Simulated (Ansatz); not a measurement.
# CH8OSi (built from SMILES C.O[SiH3]): a reaction path by the nudged elastic band

What path joins these two structures, and how high does it climb? Both ends were relaxed at PBE0-D4 in triple zeta. A second band with other settings follows.

Program: Ansatz 0.2.0, Gaussian basis. Level of theory: PBE0-D4/def2-SVP. These are calculated values, not measurements.

22 further runs of the same task are left out: 22 set aside as unsound or not needed.

## Step 1: The starting structure

The first end: 11 atoms, charge 0, spin multiplicity 1.

Atoms are counted from 1 here; the program's logs count them from 0.

Bond lengths: Si1–H2 1.480 Å, Si1–H3 1.489 Å, Si1–H4 1.489 Å, Si1–O5 1.648 Å, O5–H8 0.958 Å, H6–C7 1.090 Å, C7–H9 1.090 Å, C7–H10 1.090 Å, C7–H11 1.090 Å. Angles: H2–Si1–H3 110.0°, H2–Si1–H4 110.0°, H2–Si1–O5 105.9°, H3–Si1–H4 107.9°, H3–Si1–O5 111.5°, H4–Si1–O5 111.5°, Si1–O5–H8 117.8°, H6–C7–H9 109.5°, H6–C7–H10 109.5°, H6–C7–H11 109.5°, H9–C7–H10 109.7°, H9–C7–H11 109.3°, H10–C7–H11 109.3°.

Coordinates:

```
Si   -0.0208    1.0748    1.0309
H     0.4036   -0.2299    1.5860
H     0.9048    1.4907   -0.0588
H    -1.3882    0.9617    0.4521
O     0.0158    2.1346    2.2928
H     0.2947   -2.3744   -0.6641
C     0.0632   -1.6947   -1.4836
H    -0.2305    3.0438    2.1202
H     0.8474   -0.9419   -1.5650
H    -0.8943   -1.2091   -1.2945
H     0.0043   -2.2553   -2.4161
```

The second end:

```xyz
11

Si   -0.4711    1.0103   -0.3433
H     1.0456   -1.4356    1.9721
H     0.2439    2.1532   -0.9820
H    -1.9305    1.3152   -0.3955
O     0.0237    0.8226    1.2233
H     1.3301   -2.1106    2.1228
C    -0.0937   -0.5810   -1.2176
H    -0.1003    1.5594    1.8220
H     0.9766   -0.7965   -1.1847
H    -0.3995   -0.5228   -2.2654
H    -0.6247   -1.4141   -0.7517
```

## Step 2: The band at PBE0-D4/def2-SVP

Input file neb/in.yaml:

```yaml
crystal:
  periodic: [false, false, false]
  atoms:
    - {symbol: Si, position_ang: [-0.020831, 1.074755, 1.030870]}
    - {symbol: H, position_ang: [0.403615, -0.229919, 1.586048]}
    - {symbol: H, position_ang: [0.904841, 1.490699, -0.058791]}
    - {symbol: H, position_ang: [-1.388172, 0.961668, 0.452099]}
    - {symbol: O, position_ang: [0.015758, 2.134590, 2.292839]}
    - {symbol: H, position_ang: [0.294718, -2.374369, -0.664061]}
    - {symbol: C, position_ang: [0.063235, -1.694713, -1.483632]}
    - {symbol: H, position_ang: [-0.230525, 3.043761, 2.120160]}
    - {symbol: H, position_ang: [0.847447, -0.941936, -1.565005]}
    - {symbol: H, position_ang: [-0.894322, -1.209104, -1.294487]}
    - {symbol: H, position_ang: [0.004337, -2.255332, -2.416142]}
basis:
  gaussian: {orbitals: def2-SVP}
hamiltonian: {xc: pbe0, dispersion: d4}
neb:
  images: 5
  climbing: true
  max_iterations: 40
  initial_path: idpp
  final_atoms:
    - {symbol: Si, position_ang: [-0.471127, 1.010288, -0.343325]}
    - {symbol: H, position_ang: [1.045622, -1.435613, 1.972060]}
    - {symbol: H, position_ang: [0.243929, 2.153151, -0.982026]}
    - {symbol: H, position_ang: [-1.930466, 1.315223, -0.395538]}
    - {symbol: O, position_ang: [0.023686, 0.822571, 1.223261]}
    - {symbol: H, position_ang: [1.330092, -2.110617, 2.122802]}
    - {symbol: C, position_ang: [-0.093688, -0.581023, -1.217574]}
    - {symbol: H, position_ang: [-0.100350, 1.559412, 1.822023]}
    - {symbol: H, position_ang: [0.976621, -0.796455, -1.184729]}
    - {symbol: H, position_ang: [-0.399472, -0.522755, -2.265363]}
    - {symbol: H, position_ang: [-0.624748, -1.414081, -0.751690]}
```

On the command line:

```console
$ ansatz run in.yaml --threads 4 --pin off --events-out ev --progress --plain --max-ram 9574MiB
```

## Step 3: The band at PBE0-D4/def2-SVPD, other settings

neb/in.yaml, as its differences from that of step 2:

```diff
@@ -15,9 +15,10 @@
 basis:
-  gaussian: {orbitals: def2-SVP}
+  gaussian: {orbitals: def2-SVPD}
 hamiltonian: {xc: pbe0, dispersion: d4}
 neb:
-  images: 5
+  images: 4
   climbing: true
-  max_iterations: 40
+  max_iterations: 60
   initial_path: idpp
+  max_displacement: 0.1
   final_atoms:
```

**Question.** What will these runs give? Wanted: from earlier runs: barrier over the separately found saddle, CCSD(T)/def2-TZVPP.

The runs gave:

```
                                                                       quantity                                                  value
                                                PBE0-D4/def2-SVP, 38 iterations  highest 290.3 kJ/mol (image 3), last end +20.2 kJ/mol
                                               PBE0-D4/def2-SVPD, 40 iterations  highest 284.0 kJ/mol (image 3), last end +24.9 kJ/mol
from earlier runs: barrier over the separately found saddle, CCSD(T)/def2-TZVPP                                           309.8 kJ/mol
```

The highest image lies 290.3 kJ/mol above the first end, and it climbed, so it estimates the saddle. The ends are not quite minima at this level (largest force component 0.51 eV/Å), so the heights are unreliable: relaxing the first end would lower it and raise the barrier above it. The highest image is 19.5 kJ/mol below the CCSD(T) barrier in triple zeta, which comes from separate runs on the saddle. The second band's highest image lies at 284.0 kJ/mol; the levels differ.
